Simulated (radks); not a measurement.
# Ionisation of Ir⁺: one atom, several choices of functional

An exercise on one series of results from a longer session: the logs are not shown, and one member is left open.

Method: Dirac Kohn-Sham, spin-unpolarised, spherical densities, point nucleus; open shells fill j = l - 1/2 first. Code: radks (a radial shooting solver on a logarithmic mesh, Libxc functionals) version 1.

## The system

- element: iridium (Z = 77)
- charge: +1
- electrons: 76
- configuration: [Xe] 4f14 5d7 6s1
- ion: Ir²⁺, [Xe] 4f14 5d7
- choices: exchange-only LDA; XLYP; PW91; HCTH/407; LDA (Slater exchange, VWN5 correlation); PBE; B86b exchange with PBE correlation

Set-up of the first run:

The run's settings:

```text
Z 77
configuration [Xe] 4f14 5d7 6s1
relativity Dirac
functional lda,
spin unpolarised
j_filling energy
nucleus point
c 137.035999084
```

Steps of the session up to this table: exchange-only LDA: Ir⁺; exchange-only LDA: Ir²⁺; XLYP: Ir⁺; XLYP: Ir²⁺; PW91: Ir⁺; PW91: Ir²⁺; HCTH/407: Ir⁺; HCTH/407: Ir²⁺; LDA (Slater exchange, VWN5 correlation): Ir⁺; LDA (Slater exchange, VWN5 correlation): Ir²⁺; PBE: Ir⁺; PBE: Ir²⁺; B86b exchange with PBE correlation: Ir⁺; B86b exchange with PBE correlation: Ir²⁺.

One of the session's tables, all rows but one given; the rest of the session is left out.

```
                             functional  Δ-SCF (eV)  −ε(HOMO) (eV)  <r> HOMO (bohr)
                      exchange-only LDA      16.648         12.735            2.728
                                   XLYP      17.522         13.552            2.726
                                   PW91      17.497         13.592            2.708
                               HCTH/407      17.410         13.511            2.723
LDA (Slater exchange, VWN5 correlation)      17.784         13.853            2.692
                                    PBE           ?              ?                ?
     B86b exchange with PBE correlation      17.440         13.541            2.707
```

Q: Estimate the row for PBE from the others.

**Answer.** Δ-SCF (eV): 17.412; −ε(HOMO) (eV): 13.512; <r> HOMO (bohr): 2.710. In the column «Δ-SCF (eV)» it lies between HCTH/407 (17.410) and B86b exchange with PBE correlation (17.440).

Spin polarisation and multiplet splitting are left out, so open shells lie too high by an amount that depends on their filling.
